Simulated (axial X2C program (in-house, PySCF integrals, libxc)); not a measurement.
# BrSiBr: bond lengths and stretches, held linear

One table from this session's results is given with a row withheld; the runs are named, their logs left out.

Method: all-electron X2C, two-component (2c) or spin-free, Br dyall-av3z, Si dyall-v3z; program: an in-house X2C program for linear molecules on PySCF integrals.

All values are calculated.

2 further runs of the same task are left out: 2 set aside as unsound or not needed.

Set-up of the first run:

Contents of task.json:

```json
{
 "zs": [
  35,
  14,
  35
 ],
 "q": 0,
 "bas": [
  "dyall-av3z",
  "dyall-v3z",
  "dyall-av3z"
 ],
 "r0": [
  2.3,
  2.3
 ],
 "symm": 1,
 "scan": [
  "PBE0",
  "HF",
  "TPSSh"
 ],
 "levels": [
  "PBE0",
  "HF",
  "B3LYP"
 ],
 "nst": 2
}
```

Keys: zs atomic numbers; q charge; bas basis sets; r0 starting distance in Å; symm equal bonds; scan levels of the two-bond scan (MP2 follows by itself at each HF point); levels methods; nst determinants followed.

Started as:

```sh
$ python solin.py task.json out
```

Masses Br 78.918, Si 27.977, Br 78.918 u.

Steps of the session up to this table: Scan at PBE0, 2c; Scan at HF, 2c; Scan at TPSSh, 2c.

One table of the session follows, with a row left open; its other results are not shown here.

| level | r(Br–Si) (Å) | r(Si–Br) (Å) | lower stretch (cm⁻¹) | upper stretch (cm⁻¹) |
| --- | --- | --- | --- | --- |
| PBE0, 2c | 2.376 | 2.376 | 187.0 | 353.0 |
| HF, 2c | 2.413 | 2.413 | 184.9 | 272.2 |
| TPSSh, 2c | 2.389 | 2.389 | 183.2 | 342.1 |
| MP2, 2c | 2.362 | 2.362 | 189.5 | 369.5 |
| PBE0, spin-free | 2.375 | 2.375 | 187.3 | 353.5 |
| HF, spin-free | 2.412 | 2.412 | 185.1 | 272.5 |
| TPSSh, spin-free | 2.388 | 2.388 | 183.5 | 342.7 |
| MP2, spin-free | ? | ? | ? | ? |

**Question.** Estimate the row for MP2, spin-free.

As computed: r(Br–Si) (Å): 2.361; r(Si–Br) (Å): 2.361; lower stretch (cm⁻¹): 189.7; upper stretch (cm⁻¹): 369.8. In the column «r(Br–Si) (Å)» it is the lowest.

Scans not shown above were run alike.

Limits of these values: The molecule was held linear; bending was not examined, so a bent shape may lie lower.
